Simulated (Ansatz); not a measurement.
# CH₃BF₂S: one species, many methods

An exercise on one series of results from a longer session: the logs are not shown, and one member is left open.

The runs use Ansatz 0.2.0, Gaussian basis; functionals in def2-TZVPP, the program's frozen cores in correlated methods.

The runs, in order: LDA (SPW92), PBE-D4, revPBE-D4, BLYP-D4, r2SCAN-D4, B97M-V, PBE0-D4, B3LYP-D4, r2SCANh-D4, r2SCAN0-D4, HSE06-D4, BHLYP-D4, CAM-B3LYP-D4, LC-ωPBE, ωB97X-V, ωB97M-V, B2PLYP, PBE-QIDH; CCSD(T)/def2-SVP; CCSD(T)/def2-TZVPP; MP2/def2-QZVPP; extrapolation to the limit; RPA on PBE.

## The geometry

The geometry comes from an earlier relaxation with PBE0-D4 in a triple-zeta def2 set; it is a stationary point, not always the lowest conformer.

SMILES `CSB(F)F`, 8 atoms, charge 0, spin multiplicity 1.

Atoms are counted from 1 here; the program's logs count them from 0.

Bond lengths: C1–S2 1.812 Å, C1–H6 1.088 Å, C1–H7 1.089 Å, C1–H8 1.088 Å, S2–B3 1.791 Å, B3–F4 1.320 Å, B3–F5 1.323 Å. Angles: S2–C1–H6 110.8°, S2–C1–H7 106.5°, S2–C1–H8 110.8°, H6–C1–H7 109.3°, H6–C1–H8 110.0°, H7–C1–H8 109.3°, C1–S2–B3 101.2°, S2–B3–F4 119.6°, S2–B3–F5 122.5°, F4–B3–F5 117.9°.

Coordinates:

```mol
CH3BF2S
  3D, bonds by distance, orders not assigned

  8  7  0  0  0  0  0  0  0  0999 V2000
   -0.8033    0.1369    0.9219 C   0  0
    0.7193   -0.7796    0.5699 S   0  0
    1.0681   -0.2453   -1.1035 B   0  0
    2.1338   -0.7118   -1.7277 F   0  0
    0.2954    0.6096   -1.7532 F   0  0
   -0.6375    1.2090    0.8403 H   0  0
   -1.0807   -0.1073    1.9461 H   0  0
   -1.6030   -0.1686    0.2505 H   0  0
  1  2  8  0
  2  3  8  0
  3  4  8  0
  3  5  8  0
  1  6  8  0
  1  7  8  0
  1  8  8  0
M  END
```

The first run:

File in.yaml:

```yaml
crystal:
  periodic: [false, false, false]
  atoms:
    - {symbol: C, position_ang: [-0.803302, 0.136920, 0.921919]}
    - {symbol: S, position_ang: [0.719295, -0.779625, 0.569872]}
    - {symbol: B, position_ang: [1.068102, -0.245305, -1.103534]}
    - {symbol: F, position_ang: [2.133848, -0.711848, -1.727676]}
    - {symbol: F, position_ang: [0.295401, 0.609586, -1.753226]}
    - {symbol: H, position_ang: [-0.637525, 1.208964, 0.840252]}
    - {symbol: H, position_ang: [-1.080657, -0.107343, 1.946108]}
    - {symbol: H, position_ang: [-1.602963, -0.168649, 0.250485]}
basis:
  gaussian: {orbitals: def2-TZVPP}
hamiltonian: {xc: lda}
output: {orbitals: {seedname: orbitals}}
```

Among the steps run: LDA; PBE-D4 (GGA); revPBE-D4 (GGA); BLYP-D4 (GGA); r2SCAN-D4 (meta-GGA); B97M-V (meta-GGA); PBE0-D4 (hybrid); B3LYP-D4 (hybrid); r2SCANh-D4 (hybrid); r2SCAN0-D4 (hybrid); HSE06-D4 (hybrid); BHLYP-D4 (hybrid); CAM-B3LYP-D4 (range-separated); LC-ωPBE-D4 (range-separated; the results give it without D4); ωB97X-V (range-separated); ωB97M-V (range-separated); B2PLYP (double hybrid); PBE-QIDH (double hybrid).

One table of the session follows, with a row left open; its other results are not shown here.

It belongs to the step «Frontier levels by functional». 

| functional | HOMO (eV) | gap (eV) |
| --- | --- | --- |
| LDA (SPW92) | -6.63 | 5.57 |
| PBE-D4 | ? | ? |
| revPBE-D4 | -6.43 | 5.80 |
| BLYP-D4 | -6.34 | 5.70 |
| r2SCAN-D4 | -6.76 | 6.39 |
| B97M-V | -6.84 | 6.51 |
| PBE0-D4 | -7.74 | 7.96 |
| B3LYP-D4 | -7.50 | 7.48 |
| r2SCANh-D4 | -7.22 | 7.19 |
| r2SCAN0-D4 | -7.91 | 8.38 |
| HSE06-D4 | -7.33 | 7.18 |
| BHLYP-D4 | -8.84 | 9.96 |
| CAM-B3LYP-D4 | -9.07 | 10.33 |
| LC-ωPBE | -10.45 | 12.99 |
| ωB97X-V | -10.08 | 12.44 |
| ωB97M-V | -9.91 | 11.87 |

**Question.** Estimate the row for PBE-D4.

**Answer.** HOMO (eV): -6.49; gap (eV): 5.73. In the column «HOMO (eV)» it lies between LDA (SPW92) (-6.63) and revPBE-D4 (-6.43).
